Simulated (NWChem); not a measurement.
**B2H3SClO (SMILES BSB(O)Cl) at 3 levels**

We compute a comparison of 3 runs (HF/STO-3G, BLYP/def2-SVPD, MP2/6-31G*) of B2H3SClO. 

The results are computed with NWChem 7.3.0.

## 1. Starting point

B2H3SClO has 8 atoms, charge 0, and is taken as a singlet. SMILES: `BSB(O)Cl`. The coordinates come from a PBE0-D4/def2-TZVP relaxation. This is one conformer, not always the lowest.

Bond lengths: B1–S2 1.779 Å, S2–B3 1.842 Å, B3–O4 1.346 Å, B3–Cl5 1.747 Å, B1–H6 1.187 Å, B1–H7 1.191 Å, O4–H8 0.962 Å. Angles: B1–S2–B3 107.6°, S2–B3–O4 118.3°, S2–B3–Cl5 124.3°, O4–B3–Cl5 117.4°, S2–B1–H6 121.5°, S2–B1–H7 115.3°, B3–O4–H8 114.1°, H6–B1–H7 123.2°.

## 2. Energy and forces at HF/STO-3G (run 1)

Input file run.py:

```python
from ase import Atoms
from ase.calculators.nwchem import NWChem

mol = Atoms(['B', 'S', 'B', 'O', 'Cl', 'H', 'H', 'H'], positions=[
    [-0.692400, 0.046900, 1.667900],
    [-1.023900, 0.057700, -0.080400],
    [0.593700, -0.049400, -0.954900],
    [0.593200, -0.057300, -2.300500],
    [2.142800, -0.141200, -0.151500],
    [0.415800, -0.020700, 2.088900],
    [-1.653800, 0.111600, 2.368200],
    [-0.283200, -0.004800, -2.693500],
])

calc = NWChem(
    label='sp',
    theory='scf',
    memory='2200 mb',
    basis='STO-3G',
    basispar='spherical bse',
    scf={'nopen': '0', 'rhf': None, 'thresh': '1e-08', 'maxiter': '80', 'print': 'low'},
)
mol.calc = calc

forces = mol.get_forces()
e = mol.get_potential_energy()
print(f"E = {e:.6f} eV")
print("forces (eV/A):")
for s, f in zip(mol.symbols, forces):
    print(f"{s:2s} {f[0]:10.5f} {f[1]:10.5f} {f[2]:10.5f}")
```

Run with:

```bash
$ export ASE_NWCHEM_COMMAND="nwchem PREFIX.nwi > PREFIX.nwo"
$ python run.py
```

Log:

```text
E = -26455.923614 eV
forces (eV/A):
B    -0.09287    0.00453   -0.13329
S     0.91459   -0.05662    0.33568
B    -2.48646    0.15468   -0.71734
O     1.64849   -0.09827    1.03173
Cl    1.31425   -0.07986    0.52101
H    -1.04973    0.06541   -0.17843
H     1.03070   -0.06747   -0.45755
H    -1.27892    0.07760   -0.40186
```

The calculator wrote sp.nwi:

```
title "sp"

permanent_dir sp

scratch_dir sp

start sp

geometry units angstrom nocenter noautosym noautoz
  B  -6.9240000000000002e-01 4.6899999999999997e-02 1.6678999999999999e+00
  S  -1.0239000000000000e+00 5.7700000000000001e-02 -8.0399999999999999e-02
  B  5.9370000000000001e-01 -4.9399999999999999e-02 -9.5489999999999997e-01
  O  5.9319999999999995e-01 -5.7299999999999997e-02 -2.3005000000000000e+00
  Cl 2.1427999999999998e+00 -1.4119999999999999e-01 -1.5150000000000000e-01
  H  4.1580000000000000e-01 -2.0700000000000000e-02 2.0889000000000002e+00
  H  -1.6537999999999999e+00 1.1160000000000000e-01 2.3681999999999999e+00
  H  -2.8320000000000001e-01 -4.7999999999999996e-03 -2.6934999999999998e+00
end

memory 2200 mb

basis spherical bse noprint
   * library STO-3G
end

scf
  nopen 0
  rhf
  thresh 1e-08
  maxiter 80
  print low
end

task scf gradient
```

sp.nwo:

```text
Northwest Computational Chemistry Package (NWChem) 7.3.0
             --------------------------------------------------------

           Job information
           ---------------

    nwchem branch   = 7.3.0
    use scalapack   = T
    input           = sp.nwi
    prefix          = sp.
    data base       = sp/sp.db
    status          = startup
    nproc           =        1

           Memory information
           ------------------

[... 5 lines left out ...]
    hardfail = no
[... 110 lines left out ...]
       Final RHF  results
[... 3 lines left out ...]
      One-electron energy =  -1825.788568048447
[... 1 line left out ...]
 Nuclear repulsion energy =    240.321406549163
[... 3 lines left out ...]
                              NWChem Gradients Module
                              -----------------------

                         RHF ENERGY GRADIENTS

    atom               coordinates                        gradient
                 x          y          z           x          y          z
   1 B      -1.308446   0.088628   3.151874    0.001806  -0.000088   0.002592
   2 S      -1.934890   0.109037  -0.151934   -0.017786   0.001101  -0.006528
   3 B       1.121930  -0.093352  -1.804499    0.048354  -0.003008   0.013950
[... 4 lines of this table left out ...]
   8 H      -0.535170  -0.009071  -5.089977    0.024871  -0.001509   0.007815

 Task  times  cpu:        3.1s     wall:        3.1s
 Total times  cpu:        3.1s     wall:        3.1s
```

Run time: 4.5 s. Hardware: 1 thread of Intel Xeon Platinum 8488C (Sapphire Rapids), shared host; peak memory 0.096 GiB.

## 3. Energy and gradient at BLYP/def2-SVPD (run 2)

Input file input.nw:

```
start input
title "B2ClH3OS"
memory stack 880 mb heap 220 mb global 1100 mb
charge 0
geometry noautosym nocenter noautoz
  B    -0.692400    0.046900    1.667900
  S    -1.023900    0.057700   -0.080400
  B     0.593700   -0.049400   -0.954900
  O     0.593200   -0.057300   -2.300500
  Cl    2.142800   -0.141200   -0.151500
  H     0.415800   -0.020700    2.088900
  H    -1.653800    0.111600    2.368200
  H    -0.283200   -0.004800   -2.693500
end
basis "ao basis" spherical bse
  * library def2-SVPD
end
dft
  xc becke88 lyp
  grid fine
  convergence energy 1e-08
  maxiter 100
  mulliken
  print low
end
task dft gradient
```

Run with:

```bash
$ nwchem input.nw > input.out
```

Log:

```text
[...]
 d= 0,ls=0.0,diis     1   -984.7471418607 -1.23D+03  1.69D-02  9.23D-01     5.0
[...]
 d= 0,ls=0.0,diis    11   -984.8541429909 -6.95D-09  3.18D-07  2.19D-09    46.2
         Total DFT energy =     -984.854142990947
      One electron energy =    -1834.305438198376
           Coulomb energy =      680.835611915627
    Exchange-Corr. energy =      -71.705723257362
 Nuclear repulsion energy =      240.321406549164
[...]
                         DFT ENERGY GRADIENTS
    atom               coordinates                        gradient
                 x          y          z           x          y          z
   1 B      -1.308446   0.088628   3.151874    0.000500  -0.000057  -0.005883
   2 S      -1.934890   0.109037  -0.151934    0.010578  -0.000630   0.004115
   3 B       1.121930  -0.093352  -1.804499    0.001331  -0.000136  -0.001205
   4 O       1.120985  -0.108281  -4.347315   -0.009433   0.000654   0.007537
   5 Cl      4.049305  -0.266829  -0.286293   -0.014004   0.000854  -0.006036
   6 H       0.785748  -0.039117   3.947449   -0.004972   0.000299  -0.002277
   7 H      -3.125229   0.210893   4.475249    0.004874  -0.000332  -0.003685
   8 H      -0.535170  -0.009071  -5.089977    0.011125  -0.000651   0.007433
 Task  times  cpu:       64.8s     wall:       64.8s
 Total times  cpu:       64.9s     wall:       64.9s
```

Wall time 66 s (1 thread of Intel Xeon Platinum 8488C (Sapphire Rapids), shared host); peak memory 0.13 GiB.

## 4. Energy and gradient at MP2/6-31G(d) (spherical functions) (run 3)

Input file run.py:

```python
from ase import Atoms
from ase.calculators.nwchem import NWChem

atoms = Atoms(['B', 'S', 'B', 'O', 'Cl', 'H', 'H', 'H'], positions=[
    [-0.692400, 0.046900, 1.667900],
    [-1.023900, 0.057700, -0.080400],
    [0.593700, -0.049400, -0.954900],
    [0.593200, -0.057300, -2.300500],
    [2.142800, -0.141200, -0.151500],
    [0.415800, -0.020700, 2.088900],
    [-1.653800, 0.111600, 2.368200],
    [-0.283200, -0.004800, -2.693500],
])

calc = NWChem(
    label='nw',
    theory='mp2',
    memory='2200 mb',
    basis='6-31G*',
    basispar='spherical bse',
    scf={'nopen': '0', 'rhf': None, 'thresh': '1e-08', 'maxiter': '80'},
    mp2={'freeze': 'core 13', 'tight': None},
)
atoms.calc = calc

forces = atoms.get_forces()
print("Total energy (eV):", round(atoms.get_potential_energy(), 6))
print("forces (eV/A):")
for s, f in zip(atoms.symbols, forces):
    print(f"{s:2s} {f[0]:10.5f} {f[1]:10.5f} {f[2]:10.5f}")
```

Run with:

```bash
$ export ASE_NWCHEM_COMMAND="nwchem PREFIX.nwi > PREFIX.nwo"
$ python run.py
```

Log:

```text
Total energy (eV): -26767.194439
forces (eV/A):
B    -0.01178    0.00118    0.16337
S    -0.06289    0.00247   -0.13838
B    -0.01820    0.00679    0.47925
O     0.62791   -0.04206   -0.29136
Cl    0.01661   -0.00211   -0.03867
H    -0.05610    0.00386    0.02890
H     0.06783   -0.00406    0.00746
H    -0.56338    0.03394   -0.21068
```

The calculator wrote nw.nwi:

```
title "nw"

permanent_dir nw

scratch_dir nw

start nw

geometry units angstrom nocenter noautosym noautoz
  B  -6.9240000000000002e-01 4.6899999999999997e-02 1.6678999999999999e+00
  S  -1.0239000000000000e+00 5.7700000000000001e-02 -8.0399999999999999e-02
  B  5.9370000000000001e-01 -4.9399999999999999e-02 -9.5489999999999997e-01
  O  5.9319999999999995e-01 -5.7299999999999997e-02 -2.3005000000000000e+00
  Cl 2.1427999999999998e+00 -1.4119999999999999e-01 -1.5150000000000000e-01
  H  4.1580000000000000e-01 -2.0700000000000000e-02 2.0889000000000002e+00
  H  -1.6537999999999999e+00 1.1160000000000000e-01 2.3681999999999999e+00
  H  -2.8320000000000001e-01 -4.7999999999999996e-03 -2.6934999999999998e+00
end

memory 2200 mb

basis spherical bse noprint
   * library 6-31G*
end

scf
  nopen 0
  rhf
  thresh 1e-08
  maxiter 80
end
mp2
  freeze core 13
  tight
end

task mp2 gradient
```

nw.nwo:

```text
Northwest Computational Chemistry Package (NWChem) 7.3.0
             --------------------------------------------------------

           Job information
           ---------------

    nwchem branch   = 7.3.0
    use scalapack   = T
    input           = nw.nwi
    prefix          = nw.
    data base       = nw/nw.db
    status          = startup
    nproc           =        1

           Memory information
           ------------------

[... 5 lines left out ...]
    hardfail = no
[... 137 lines left out ...]
 Convergence threshold     :          1.000E-08
[... 17 lines left out ...]
      One-electron energy =  -1834.964485352200
[... 47 lines left out ...]
                       ROHF Final Molecular Orbital Analysis
[... 410 lines left out ...]
  MP2 natural orbitals output to nw/nw.mp2nos
[... 11 lines left out ...]
                 ----------------------------------------
                 |  Time  |  1-e(secs)   |  2-e(secs)   |
                 ----------------------------------------
                 |  CPU   |       0.01   |       7.41   |
                 ----------------------------------------
                 |  WALL  |       0.01   |       7.41   |
                 ----------------------------------------
 -----------------------
 Task  times  cpu:       47.2s     wall:       47.2s
 Total times  cpu:       47.2s     wall:       47.2s
```

It took 49 s on 1 thread of Intel Xeon Platinum 8488C (Sapphire Rapids), shared host; peak memory 0.24 GiB.

## 5. Overview of the runs

| run | level | iteration cap | module | energy (Eh) | largest force (eV/Å) | wall time |
| --- | --- | --- | --- | --- | --- | --- |
| 1 | HF/STO-3G | 80 | scf | -972.237268 | 2.592 | 4.5 s |
| 2 | BLYP/def2-SVPD | 100 | dft | -984.854143 | 0.785 | 66 s |
| 3 | MP2/6-31G* (spherical functions) | 80 | mp2 | -983.676260 | 0.693 | 49 s |

## 6. Summary of results

| quantity | value |
| --- | --- |
| run 3: total energy | -983.67626 Eh |
| run 3: dipole moment (of the density that the program reports) | 1.68 D |
| run 3: HOMO energy (Hartree–Fock orbitals) | -11.26 eV |
| run 3: LUMO energy (Hartree–Fock orbitals) | 2.18 eV |
| run 3: HOMO–LUMO gap (Hartree–Fock orbitals) | 13.44 eV |
| run 3: correlation energy (13 core orbitals frozen) | -576.0 mEh |
| run 3: largest force on an atom | 0.693 eV/Å |

**Reading.** In run 1 the basis is minimal, so the values are rough. All runs together took 2 min, the longest 66 s.
